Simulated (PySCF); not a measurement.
# C5H8N2: magnetic properties

What do calculations give for the magnetic properties of C5H8N2 (`C=CC(C=C)=NN`)?

Programs: PySCF 2.14.0, with routines of our own; each step states its level. All values are computed. Atoms count from 0.

### 1 The system as given

15 atoms, charge 0, multiplicity 1; geometry from: GFN2-xTB.

### 2 Magnetic properties: GIAO CAM-B3LYP/pcSseg-1

The job: settings as JSON, then the geometry in Å.

```
{"job": {"kind": "mag", "xc": "CAM-B3LYP", "basis": "pcSseg-1", "isotopologues": 2}, "charge": 0, "multiplicity": 1}
C      1.002421    -1.158001     1.317354
C      0.664470    -0.004753     0.753821
C     -0.372248     0.158651    -0.276602
C     -0.117043     1.034447    -1.408632
C      1.049319     1.603796    -1.693715
N     -1.545950    -0.367578    -0.244774
N     -1.936070    -1.227297     0.703025
H      1.752017    -1.213423     2.090432
H      0.587357    -2.097538     0.989778
H      1.146761     0.913568     1.067877
H     -0.974886     1.185957    -2.048704
H      1.928543     1.452793    -1.090027
H      1.166616     2.242257    -2.552351
H     -1.414177    -1.258253     1.578639
H     -2.941543    -1.256636     0.791967
```

Level: GIAO CAM-B3LYP/pcSseg-1 magnetisability, rotational g tensor and spin-rotation constants, non-relativistic, gas phase.

The run is started by

```
OMP_NUM_THREADS=1 python excited_run.py task.json out
```

The driver reads the jobs from task.json and runs them one after another.

What it wrote:

```text
coarse grid: 12520 points
cycle   1  E = -304.4781771318  dE =  1.150e+00  |g| = 3.477e-01  |ddm| = 3.574e+00
cycle   2  E = -304.5016884172  dE = -2.351e-02  |g| = 2.175e-01  |ddm| = 6.291e-01
cycle   3  E = -304.5124493685  dE = -1.076e-02  |g| = 5.063e-02  |ddm| = 1.892e-01
cycle   4  E = -304.5129878641  dE = -5.385e-04  |g| = 2.521e-02  |ddm| = 6.895e-02
cycle   5  E = -304.5131464134  dE = -1.585e-04  |g| = 6.716e-03  |ddm| = 2.849e-02
cycle   6  E = -304.5131584795  dE = -1.207e-05  |g| = 1.855e-03  |ddm| = 7.997e-03
cycle   7  E = -304.5131594034  dE = -9.239e-07  |g| = 9.177e-04  |ddm| = 2.463e-03
final grid: 121000 points
cycle   8  E = -304.5684564959  dE = -2.806e-05  |g| = 4.614e-03  |ddm| = 1.856e-02
cycle   9  E = -304.5684572711  dE = -7.752e-07  |g| = 4.465e-03  |ddm| = 7.407e-03
cycle  10  E = -304.5684612774  dE = -4.006e-06  |g| = 8.893e-04  |ddm| = 3.461e-03
cycle  11  E = -304.5684614600  dE = -1.826e-07  |g| = 1.992e-04  |ddm| = 8.517e-04
cycle  12  E = -304.5684614685  dE = -8.500e-09  |g| = 7.999e-05  |ddm| = 2.427e-04
cycle  13  E = -304.5684614698  dE = -1.317e-09  |g| = 1.548e-05  |ddm| = 7.090e-05
cycle  14  E = -304.5684614699  dE = -6.708e-11  |g| = 3.944e-06  |ddm| = 2.168e-05
converged SCF energy = -304.5684614699

Magnetisability tensor (1e-30 J/T^2)
     -839.35      112.36      156.51
      112.36     -986.72     -119.67
      156.51     -119.67     -912.62
isotropic -912.90   principal values   -1177.38   -847.06   -714.25
isotropic susceptibility -54.976 1e-6 cm^3/mol

Inertial axes            a          b          c
rot. const./GHz      4.0837     2.1627     1.4541
chi total           -51.454    -44.487    -68.988
chi diamagnetic    -389.085   -655.482   -932.058
chi paramagnetic    337.632    610.995    863.070
quadrupole/D A        6.666     -0.085     -6.580
g nuclear            0.5993     0.5921     0.5896
g electronic        -0.6478    -0.6208    -0.5896
g total             -0.0484    -0.0287     0.0001

Spin-rotation constants (kHz, H = +C I.J)
atom  isotope        aa         bb         cc
  5    14N        1.444      0.431      0.068
  6    14N        0.281      0.245      0.093
  7     1H       -0.435      0.180     -0.137
  8     1H       -0.197     -0.172      0.002
  9     1H       -0.189     -0.116     -0.019
 10     1H       -0.372      0.228     -0.168
 11     1H       -0.377      0.182     -0.173
 12     1H        0.274     -0.169     -0.166
 13     1H       -0.300      0.050     -0.130
 14     1H       -0.206      0.018     -0.160
  0    13C*       0.978      0.915      0.412
  1    13C*       1.081      0.954      0.394
  2    13C*       1.818      0.835      0.281
  3    13C*       1.661      1.015      0.247
  4    13C*       1.538      0.842      0.183
* in the singly substituted isotopologue

Isotopologues: g along a, b, c
2H    at 7,8,9,10,11,12    -0.0408    -0.0244     0.0000
13C   at 0                 -0.0471    -0.0285    -0.0000
```

It took 34 s on 1 thread of Arm Neoverse V1, shared host; peak memory 0.81 GiB.

Key values:

```csv
quantity,value
magnetisability,-913·10⁻³⁰ J/T²
molar susceptibility,-55.0·10⁻⁶ cm³/mol
"rotational g (a, b, c)","-0.0484, -0.0287, 0.0001"
```

Orbitals, density, ELF and potential are computed afterwards from the orbital file.

Frontier orbitals at CAM-B3LYP/pcSseg-1, with the share of their density that lies nearest to each atom:

| orbital | energy (eV) | lies on |
| --- | --- | --- |
| HOMO | -7.29 | N6 25 %; C2, C4 about 17 % each; N5 15 % |
| LUMO | 0.17 | N5 26 %; C0, C2 about 13 % each; C1, C4 about 9 % each |

ELF in a plane through or near 11 of the atoms.

Ten even steps from '0' (0.00) to '9' (1.00):
```
0000000000000000000000000000
0000000000000000000000000000
0000000000000000000000000000
0000000000000000000000000000
0000000016600377106982000000
0000000189940699529996000000
0000000089970598749983000000
0000230038962357643630000000
0002999556568267458961000000
0004999727776134028982000000
0002999454414895101220000000
0000223899503525753000000000
0000004999604669445200000000
0000002898102345587200000000
0000000242000115999500000000
0000000000000006999700000000
0000000000000002897100000000
0000000000000000000000000000
0000000000000000000000000000
0000000000000000000000000000
```
The map spans 12.4 Å across and 10.4 Å up, centred on the molecule. Atoms in the plane (x, y in Å): C1 (0.2, -0.9), C2 (-0.1, 0.5), C3 (-1.6, 0.8), C4 (-2.6, -0.1), N5 (0.7, 1.5), N6 (2.0, 1.3), H7 (1.5, -2.6), H10 (-1.8, 1.9), H11 (-2.4, -1.1), H12 (-3.6, 0.2), H14 (2.4, 2.2).

On the surface of density 0.002 e/bohr³ the electrostatic potential runs, from the 1st to the 99th percentile, from -1.47 V near N5 to 1.57 V near H14.

### 3 Magnetic properties: GIAO LDA/6-31G*

The job, as its differences from that of step 2:

```diff
@@ -1,2 +1,2 @@
-{"job": {"kind": "mag", "xc": "CAM-B3LYP", "basis": "pcSseg-1", "isotopologues": 2}, "charge": 0, "multiplicity": 1}
+{"job": {"kind": "mag", "xc": "LDA", "basis": "6-31G*"}, "charge": 0, "multiplicity": 1}
 C      1.002421    -1.158001     1.317354
```

With the program's defaults for keys left out, this is: GIAO LDA/6-31G* magnetisability, rotational g tensor and spin-rotation constants, non-relativistic, gas phase.

What it wrote:

```text
coarse grid: 12520 points
cycle   1  E = -302.0034809920  dE =  8.307e-01  |g| = 5.987e-01  |ddm| = 3.911e+00
cycle   2  E = -301.8657966049  dE =  1.377e-01  |g| = 8.911e-01  |ddm| = 1.821e+00
cycle   3  E = -302.0478749738  dE = -1.821e-01  |g| = 4.494e-01  |ddm| = 1.446e+00
cycle   4  E = -302.1059952312  dE = -5.812e-02  |g| = 3.344e-02  |ddm| = 5.390e-01
cycle   5  E = -302.1061205677  dE = -1.253e-04  |g| = 2.405e-02  |ddm| = 6.341e-02
cycle   6  E = -302.1062301843  dE = -1.096e-04  |g| = 1.041e-02  |ddm| = 3.171e-02
cycle   7  E = -302.1062542077  dE = -2.402e-05  |g| = 3.020e-03  |ddm| = 1.110e-02
cycle   8  E = -302.1062563318  dE = -2.124e-06  |g| = 9.024e-04  |ddm| = 3.188e-03
final grid: 121000 points
cycle   9  E = -302.0437208051  dE = -2.467e-05  |g| = 6.921e-03  |ddm| = 2.749e-02
cycle  10  E = -302.0436984625  dE =  2.234e-05  |g| = 1.169e-02  |ddm| = 1.655e-02
cycle  11  E = -302.0437293574  dE = -3.089e-05  |g| = 3.725e-03  |ddm| = 1.177e-02
cycle  12  E = -302.0437332672  dE = -3.910e-06  |g| = 3.711e-04  |ddm| = 4.295e-03
cycle  13  E = -302.0437332607  dE =  6.506e-09  |g| = 4.018e-04  |ddm| = 8.631e-04
cycle  14  E = -302.0437333070  dE = -4.638e-08  |g| = 3.849e-05  |ddm| = 4.623e-04
cycle  15  E = -302.0437333073  dE = -3.062e-10  |g| = 1.476e-05  |ddm| = 4.576e-05
converged SCF energy = -302.0437333073

Magnetisability tensor (1e-30 J/T^2)
     -812.57      124.24      147.31
      124.24     -954.97     -136.02
      147.31     -136.02     -893.47
isotropic -887.00   principal values   -1165.87   -796.70   -698.45
isotropic susceptibility -53.417 1e-6 cm^3/mol

Inertial axes            a          b          c
rot. const./GHz      4.0837     2.1627     1.4541
chi total           -48.376    -43.484    -68.390
chi diamagnetic    -386.407   -652.883   -929.218
chi paramagnetic    338.031    609.400    860.828
quadrupole/D A        6.712      0.097     -6.808
g nuclear            0.5993     0.5921     0.5896
g electronic        -0.6485    -0.6192    -0.5880
g total             -0.0492    -0.0271     0.0016

Spin-rotation constants (kHz, H = +C I.J)
atom  isotope        aa         bb         cc
  5    14N        1.225      0.376      0.058
  6    14N        0.298      0.226      0.085
  7     1H       -0.442      0.171     -0.138
  8     1H       -0.200     -0.176     -0.003
  9     1H       -0.190     -0.118     -0.020
 10     1H       -0.375      0.219     -0.174
 11     1H       -0.383      0.173     -0.174
 12     1H        0.270     -0.177     -0.169
 13     1H       -0.304      0.040     -0.133
 14     1H       -0.222      0.012     -0.165
  0    13C*       0.911      0.793      0.366
  1    13C*       0.986      0.843      0.339
  2    13C*       1.604      0.752      0.259
  3    13C*       1.490      0.890      0.223
  4    13C*       1.399      0.749      0.159
* in the singly substituted isotopologue
```

Run time: 15 s. Hardware: 1 thread of Arm Neoverse V1, shared host; peak memory 0.51 GiB.

Key values:

| quantity | value |
| --- | --- |
| magnetisability | -887·10⁻³⁰ J/T² |
| molar susceptibility | -53.4·10⁻⁶ cm³/mol |
| rotational g (a, b, c) | -0.0492, -0.0271, 0.0016 |

### 4 The levels compared

| level | ξ (10⁻³⁰ J/T²) | g(a) | g(b) | gap (eV) | functions | time |
| --- | --- | --- | --- | --- | --- | --- |
| GIAO CAM-B3LYP/pcSseg-1 | -913 | -0.0484 | -0.0287 | 7.46 | 159 | 34 s |
| GIAO LDA/6-31G* | -887 | -0.0492 | -0.0271 | 3.19 | 114 | 15 s |

### 5 Results

```
                                                quantity                     value
       magnetisability (step 2, GIAO CAM-B3LYP/pcSseg-1)           -913·10⁻³⁰ J/T²
  molar susceptibility (step 2, GIAO CAM-B3LYP/pcSseg-1)        -55.0·10⁻⁶ cm³/mol
rotational g (a, b, c) (step 2, GIAO CAM-B3LYP/pcSseg-1)  -0.0484, -0.0287, 0.0001
                   surface potential, 1st and 99th percentile        -1.47 V and 1.57 V
                         magnetisability over the levels   -913 to -887·10⁻³⁰ J/T²
```

**Reading.** The magnetisability spreads by 2.9 % over 2 levels, from GIAO CAM-B3LYP/pcSseg-1 (34 s) to GIAO LDA/6-31G* (15 s); the runs took 15 s to 34 s. Two levels can agree by chance, so this spread shows no convergence. Vibrational averaging and real surroundings are missing from these values.
